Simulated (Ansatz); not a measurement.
# Cu(PH3)Br (BrCuH₃P): structure and electronic state

Aim: characterise Cu(PH3)Br (BrCuH₃P) as a singlet: its structure, frontier levels and distribution of charge.

Program: Ansatz 0.2.0, Gaussian basis. Level of theory: RKS PBE0-D4/def2-TZVP. These are calculated values, not measurements.

The runs, in order: relaxation at PBE0-D4/def2-TZVP; a search for the lowest solution at PBE0-D4/def2-SVP; a single point at PBE0-D4/def2-TZVP.

## 1. Where the work starts

6 atoms, charge 0, spin multiplicity 1.

Atoms are counted from 1 here; the program's logs count them from 0.

Bond lengths: Cu1–P2 2.213 Å, Cu1–Br6 2.222 Å, P2–H3 1.382 Å, P2–H4 1.382 Å, P2–H5 1.381 Å. Angles: P2–Cu1–Br6 179.2°, Cu1–P2–H3 121.0°, Cu1–P2–H4 120.8°, Cu1–P2–H5 121.8°, H3–P2–H4 95.6°, H3–P2–H5 95.6°, H4–P2–H5 95.6°.

Geometry (Å):

```xyz
6
BrCuH3P
Cu   -0.0029    0.0207   -1.4629
P    -0.0020    0.0026    0.7501
H     1.1785   -0.1072    1.4599
H    -0.6721   -0.9828    1.4506
H    -0.5048    1.0570    1.4868
Br    0.0033    0.0098   -3.6844
```

Formally the metal is d10. No spin-orbit coupling is included.

The start is a GFN2-xTB geometry.

## 2. Relaxation at PBE0-D4/def2-TZVP

in.yaml reads:

```yaml
crystal:
  periodic: [false, false, false]
  atoms:
    - {symbol: Cu, position_ang: [-0.002910, 0.020720, -1.462940]}
    - {symbol: P, position_ang: [-0.002020, 0.002590, 0.750150]}
    - {symbol: H, position_ang: [1.178550, -0.107230, 1.459930]}
    - {symbol: H, position_ang: [-0.672080, -0.982840, 1.450550]}
    - {symbol: H, position_ang: [-0.504840, 1.057000, 1.486750]}
    - {symbol: Br, position_ang: [0.003290, 0.009780, -3.684430]}
basis:
  gaussian: {orbitals: def2-TZVP}
hamiltonian: {xc: pbe0, dispersion: d4}
scf: {lower_state_search: "off"}
output: {orbitals: {seedname: orbitals}}
relax: {f_tol: 0.02, max_steps: 100}
```

Started as:

```sh
$ ansatz run in.yaml --threads 4 --pin off --events-out ev --progress --plain --max-ram 3916MiB
```

After this run come: Searching for the lowest solution, PBE0-D4/def2-SVP; Single point, PBE0-D4/def2-TZVP.

Q: Predict the results of all the runs planned. Wanted: point group; near neighbours of the metal; HOMO, LUMO at PBE0-D4/def2-TZVP; charge on the metal; dipole at PBE0-D4/def2-TZVP.

The runs gave:

```
                                         quantity              value
                                      point group                C3v
                     near neighbours of the metal  P 2.17, Br 2.22 Å
                  HOMO, LUMO at PBE0-D4/def2-TZVP    -6.78, -0.95 eV
charge on the metal (Mulliken, PBE0-D4/def2-TZVP)            +0.14 e
                      dipole at PBE0-D4/def2-TZVP             7.87 D
```

**Reading.** The molecule keeps its bonding pattern by the stored test; the atoms moved 0.05 Å (rms). The metal has 2 near neighbours by the distance rule, from 2.17 to 2.22 Å. The Mulliken charge of the metal, +0.14 e, depends on the basis and isn't its oxidation state. No usable vibrations, so a minimum isn't proven. Whether this spin is the lowest isn't tested here.
